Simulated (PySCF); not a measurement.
# B2AsH5: geometry, electronic excitations

What electronic excitations should B2AsH5 (`BB[AsH2]`) show?

Computed with PySCF 2.14.0, with density-fitted response routines of our own, on a single molecule in the gas phase. Atoms count from 0, in the outputs and in this text.

### 1 The molecule as given

8 atoms, charge 0, multiplicity 1; geometry from: GFN2-xTB. The atoms were then displaced at random by about 0.01 Å, so the start is not that level's minimum.

Bonds of the start (Å): B0–B1 1.56, B1–As2 2.01, B0–H3 1.19, B0–H4 1.19, B1–H5 1.17, As2–H6 1.50, As2–H7 1.51.

### 2 Optimising the geometry at PBE0-D3(BJ)/def2-SVP

What the job is given:

```
{"job": {"xc": "PBE0", "basis": "def2-SVP", "d3": "d3bj", "grid": 1, "shake": 0.01, "kind": "geom"}, "charge": 0, "multiplicity": 1}
B     -1.205120     0.320760    -0.471770
B     -0.260240    -0.773860     0.114550
As     1.688380    -0.266330     0.083290
H     -1.351630     0.498490    -1.636270
H     -1.729430     1.170710     0.178930
H     -0.460380    -1.844600     0.530160
H      1.534290     1.226330     0.192570
H      1.839260    -0.350650     1.586860
```

The run is started by

```console
OMP_NUM_THREADS=1 python probes_run.py task.json out
```

This one command runs all jobs of the session in turn.

What it wrote:

```text
step   0  E = -2287.85221349  max force = 0.019890
step   1  E = -2287.85713212  max force = 0.003817
step   2  E = -2287.85726424  max force = 0.001378
step   3  E = -2287.85730789  max force = 0.001503
step   4  E = -2287.85735348  max force = 0.001659
step   5  E = -2287.85738331  max force = 0.001001
step   6  E = -2287.85740146  max force = 0.000556
step   7  E = -2287.85741105  max force = 0.000433
optimisation converged
```

Wall time 14 s (1 thread of Arm Neoverse V2, shared host); peak memory 0.36 GiB.

Along the way:

| step | energy from step 0 (eV) | largest force component (eV/Å) |
| --- | --- | --- |
| 0 | 0.0000 | 1.0228 |
| 1 | -0.1338 | 0.1963 |
| 2 | -0.1374 | 0.0709 |
| 3 | -0.1386 | 0.0773 |
| 4 | -0.1399 | 0.0853 |
| 5 | -0.1407 | 0.0515 |
| 6 | -0.1412 | 0.0286 |
| 7 | -0.1414 | 0.0223 |

Distances of close pairs at the start and the end, largest changes first:

| bond | before (Å) | after (Å) | change (Å) |
| --- | --- | --- | --- |
| B0–B1 | 1.560 | 1.641 | +0.080 |
| B1–H5 | 1.166 | 1.210 | +0.044 |
| B0–H3 | 1.187 | 1.212 | +0.025 |
| B0–H4 | 1.192 | 1.213 | +0.021 |
| As2–H6 | 1.505 | 1.520 | +0.015 |
| As2–H7 | 1.513 | 1.518 | +0.005 |
| B1–As2 | 2.014 | 2.011 | -0.003 |

The end geometry stands in the next job.

| at the end point | value |
| --- | --- |
| point group (found at 0.08 Å tolerance) | C1 |
| rotational constants (GHz, main isotopes) | 28.316, 3.555, 3.324 |
| dipole moment (D) | 0.51 |

### 3 Excited states and response: PBE0/aug-cc-pVTZ

What the job is given:

```
{"job": {"kind": "uv", "xc": "PBE0", "basis": "aug-cc-pVTZ"}, "charge": 0, "multiplicity": 1}
B     -1.205761     0.384107    -0.575723
B     -0.146408    -0.672430     0.097489
As     1.821180    -0.255619     0.087889
H     -1.374916     0.489325    -1.770948
H     -1.826853     1.150379     0.130355
H     -0.415660    -1.762310     0.548923
H      1.786714     1.255848     0.244018
H      2.096824    -0.563383     1.549080
```

With the program's defaults for keys left out, this is: TDDFT PBE0/aug-cc-pVTZ, vertical, gas phase, core orbitals frozen in the response.

What it wrote:

```text
coarse grid: 30056 points
cycle   1  E = -2288.2107480394  dE = -7.937e-01  |g| = 3.009e-01  |ddm| = 6.269e+00
cycle   2  E = -2288.2147638308  dE = -4.016e-03  |g| = 2.403e-01  |ddm| = 1.154e+00
cycle   3  E = -2288.2253136227  dE = -1.055e-02  |g| = 4.728e-02  |ddm| = 4.900e-01
cycle   4  E = -2288.2260903145  dE = -7.767e-04  |g| = 1.128e-02  |ddm| = 1.087e-01
cycle   5  E = -2288.2261391275  dE = -4.881e-05  |g| = 2.233e-03  |ddm| = 2.521e-02
cycle   6  E = -2288.2261408361  dE = -1.709e-06  |g| = 3.869e-04  |ddm| = 4.653e-03
final grid: 62352 points
cycle   7  E = -2288.2261086047  dE = -6.344e-08  |g| = 3.430e-04  |ddm| = 1.050e-02
cycle   8  E = -2288.2261086089  dE = -4.160e-09  |g| = 3.293e-04  |ddm| = 1.310e-03
cycle   9  E = -2288.2261086500  dE = -4.116e-08  |g| = 1.765e-05  |ddm| = 6.272e-04
cycle  10  E = -2288.2261086501  dE = -7.549e-11  |g| = 4.104e-06  |ddm| = 4.298e-05
converged SCF energy = -2288.2261086501

Static polarisability (au): isotropic 68.805, principal 56.021 60.348 90.046

Singlet excitations
state   eV       nm        f      main configurations
  1   4.3393    285.7   0.04934   H->L 0.47, H->L+1 0.42
  2   4.4545    278.3   0.05614   H->L+1 0.53, H->L 0.38
  3   5.2404    236.6   0.03885   H-1->L 0.78
  4   5.5232    224.5   0.02936   H-1->L+1 0.79
  5   5.8922    210.4   0.01273   H-2->L 0.78, H-2->L+1 0.10
  6   6.1034    203.1   0.04282   H-3->L 0.44, H-2->L+1 0.36, H-3->L+1 0.10
  7   6.3032    196.7   0.05324   H->L+2 0.93
  8   6.4667    191.7   0.04380   H->L+3 0.87
  9   6.5766    188.5   0.06249   H-2->L+1 0.40, H-3->L+1 0.21, H-3->L 0.21
 10   6.9410    178.6   0.09860   H->L+5 0.66, H->L+4 0.11

Triplet excitations (Tamm-Dancoff, eV): 3.3753 3.8615 4.5096 4.8325
```

Wall time 20 s (1 thread of Arm Neoverse V2, shared host); peak memory 0.88 GiB.

The orbitals next to the gap, with their largest atomic shares:

| orbital | eV | atoms |
| --- | --- | --- |
| HOMO−3 | -9.98 | B0 41 %, H3 20 %, H4 17 % |
| HOMO−2 | -9.34 | B1 30 %, As2 22 %, H6 15 % |
| HOMO−1 | -8.72 | B1 27 %, B0 26 %, As2 18 % |
| HOMO | -7.40 | As2 48 %, B1 22 %, B0 9 % |
| LUMO | -1.95 | B0 34 %, B1 29 %, As2 14 % |
| LUMO+1 | -1.67 | B1 32 %, B0 29 %, As2 11 % |
| LUMO+2 | -0.08 | H7 26 %, H6 18 %, As2 11 % |

With each of the 10 states as a Gaussian band of 0.4 eV half-width at 1/e, the curve within the window shown has maxima at 281 nm (ε 4,200), 227 nm (ε 2,600), 190 nm (ε 7,800) L/(mol cm). Beyond the last state computed it falls off for lack of states. The curve at chosen wavelengths:

```json
{"nm": "171", "ε (L/mol/cm)": "2486"}
{"nm": "177", "ε (L/mol/cm)": "5189"}
{"nm": "184", "ε (L/mol/cm)": "7203"}
{"nm": "190", "ε (L/mol/cm)": "7781"}
{"nm": "197", "ε (L/mol/cm)": "7003"}
{"nm": "203", "ε (L/mol/cm)": "5390"}
{"nm": "209", "ε (L/mol/cm)": "3807"}
{"nm": "216", "ε (L/mol/cm)": "2800"}
{"nm": "222", "ε (L/mol/cm)": "2624"}
{"nm": "229", "ε (L/mol/cm)": "2644"}
{"nm": "235", "ε (L/mol/cm)": "2479"}
{"nm": "241", "ε (L/mol/cm)": "2129"}
{"nm": "248", "ε (L/mol/cm)": "1794"}
{"nm": "254", "ε (L/mol/cm)": "1850"}
{"nm": "261", "ε (L/mol/cm)": "2414"}
{"nm": "267", "ε (L/mol/cm)": "3145"}
{"nm": "273", "ε (L/mol/cm)": "3813"}
{"nm": "280", "ε (L/mol/cm)": "4195"}
{"nm": "286", "ε (L/mol/cm)": "4075"}
{"nm": "293", "ε (L/mol/cm)": "3503"}
{"nm": "299", "ε (L/mol/cm)": "2815"}
{"nm": "305", "ε (L/mol/cm)": "2104"}
{"nm": "312", "ε (L/mol/cm)": "1383"}
{"nm": "318", "ε (L/mol/cm)": "909"}
{"nm": "325", "ε (L/mol/cm)": "525"}
{"nm": "331", "ε (L/mol/cm)": "313"}
```

Further results of this job:

| property | computed |
| --- | --- |
| dipole moment (D) | 0.41 |
| polarisability (Å³) | 10.20 |
| HOMO–LUMO gap (eV) | 5.45 |
| −ε(HOMO) (eV) | 7.40 |

### 4 TDDFT and polarisability: PBE0/def2-TZVPD

Settings changed since step 3:

```diff
@@ -1,2 +1,2 @@
-{"job": {"kind": "uv", "xc": "PBE0", "basis": "aug-cc-pVTZ"}, "charge": 0, "multiplicity": 1}
+{"job": {"kind": "uv", "xc": "PBE0", "basis": "def2-TZVPD"}, "charge": 0, "multiplicity": 1}
 B     -1.205761     0.384107    -0.575723
```

With the program's defaults for keys left out, this is: TDDFT PBE0/def2-TZVPD, vertical, gas phase, core orbitals frozen in the response.

What it wrote:

```text
coarse grid: 30056 points
cycle   1  E = -2288.1667689469  dE = -7.998e-01  |g| = 3.913e-01  |ddm| = 2.491e+00
cycle   2  E = -2288.1694318652  dE = -2.663e-03  |g| = 3.595e-01  |ddm| = 6.659e-01
cycle   3  E = -2288.1842664184  dE = -1.483e-02  |g| = 4.290e-02  |ddm| = 3.066e-01
cycle   4  E = -2288.1847949869  dE = -5.286e-04  |g| = 1.374e-02  |ddm| = 6.613e-02
cycle   5  E = -2288.1848666446  dE = -7.166e-05  |g| = 2.302e-03  |ddm| = 1.721e-02
cycle   6  E = -2288.1848682939  dE = -1.649e-06  |g| = 4.423e-04  |ddm| = 3.888e-03
final grid: 62352 points
cycle   7  E = -2288.1848711169  dE = -3.874e-08  |g| = 4.501e-04  |ddm| = 8.761e-03
cycle   8  E = -2288.1848711073  dE =  9.576e-09  |g| = 5.046e-04  |ddm| = 1.300e-03
cycle   9  E = -2288.1848711774  dE = -7.010e-08  |g| = 3.057e-05  |ddm| = 5.247e-04
cycle  10  E = -2288.1848711778  dE = -3.606e-10  |g| = 1.157e-05  |ddm| = 5.257e-05
converged SCF energy = -2288.1848711778

Static polarisability (au): isotropic 68.291, principal 55.406 59.968 89.499

Singlet excitations
state   eV       nm        f      main configurations
  1   4.3443    285.4   0.05006   H->L 0.49, H->L+1 0.40
  2   4.4634    277.8   0.05409   H->L+1 0.55, H->L 0.36
  3   5.2469    236.3   0.03867   H-1->L 0.78, H-1->L+1 0.08
  4   5.5312    224.2   0.02941   H-1->L+1 0.79
  5   5.8979    210.2   0.01337   H-2->L 0.79, H-2->L+1 0.09
  6   6.1110    202.9   0.04186   H-3->L 0.45, H-2->L+1 0.36, H-3->L+1 0.11
  7   6.4334    192.7   0.04956   H->L+2 0.91
  8   6.5673    188.8   0.05827   H->L+3 0.86
  9   6.5930    188.1   0.05181   H-2->L+1 0.39, H-3->L+1 0.21, H-3->L 0.18
 10   7.1775    172.7   0.15891   H-3->L+1 0.52, H-3->L 0.26, H->L+5 0.10

Triplet excitations (Tamm-Dancoff, eV): 3.3752 3.8660 4.5118 4.8392
```

Run time: 9.8 s. Hardware: 1 thread of Arm Neoverse V2, shared host; peak memory 0.81 GiB.

Key values: HOMO -7.40 eV, LUMO -1.94 eV; lowest singlet 4.34 eV.

### 5 Run by run: electronic excitations

Excitations and ground-state properties, with basis size and wall time:

| run | lowest singlet (eV) | brightest (eV) | f | gap (eV) | α (Å³) | μ (D) | functions | time |
| --- | --- | --- | --- | --- | --- | --- | --- | --- |
| PBE0/aug-cc-pVTZ | 4.34 | 6.94 | 0.099 | 5.45 | 10.20 | 0.41 | 266 | 20 s |
| PBE0/def2-TZVPD | 4.34 | 7.18 | 0.159 | 5.46 | 10.12 | 0.41 | 173 | 9.8 s |

### 6 Outcome

```
                                quantity                         value
                             point group                            C1
    rotational constants (main isotopes)         28.32, 3.56, 3.32 GHz
       lowest singlet (PBE0/aug-cc-pVTZ)   4.34 eV (286 nm), f = 0.049
brightest single state of those computed  state 10, 6.94 eV, f = 0.099
                          lowest triplet                       3.38 eV
             range of the lowest singlet               4.34 to 4.34 eV
```

In words: Relaxing lowered the energy by 0.141 eV in 7 steps; the close pair that moved most is B0–B1, from 1.560 to 1.641 Å. No frequency check was run at this level, so the end point may be a saddle. The lowest singlet, at 4.34 eV, is HOMO→LUMO 0.47, HOMO→LUMO+1 0.42 and is weak; of the 10 states computed, the strongest absorption comes from state 10 at 6.94 eV (the last computed, so partners may be missing). The lowest triplet lies 0.96 eV below the lowest singlet (triplets in Tamm-Dancoff, singlets in full TDDFT).
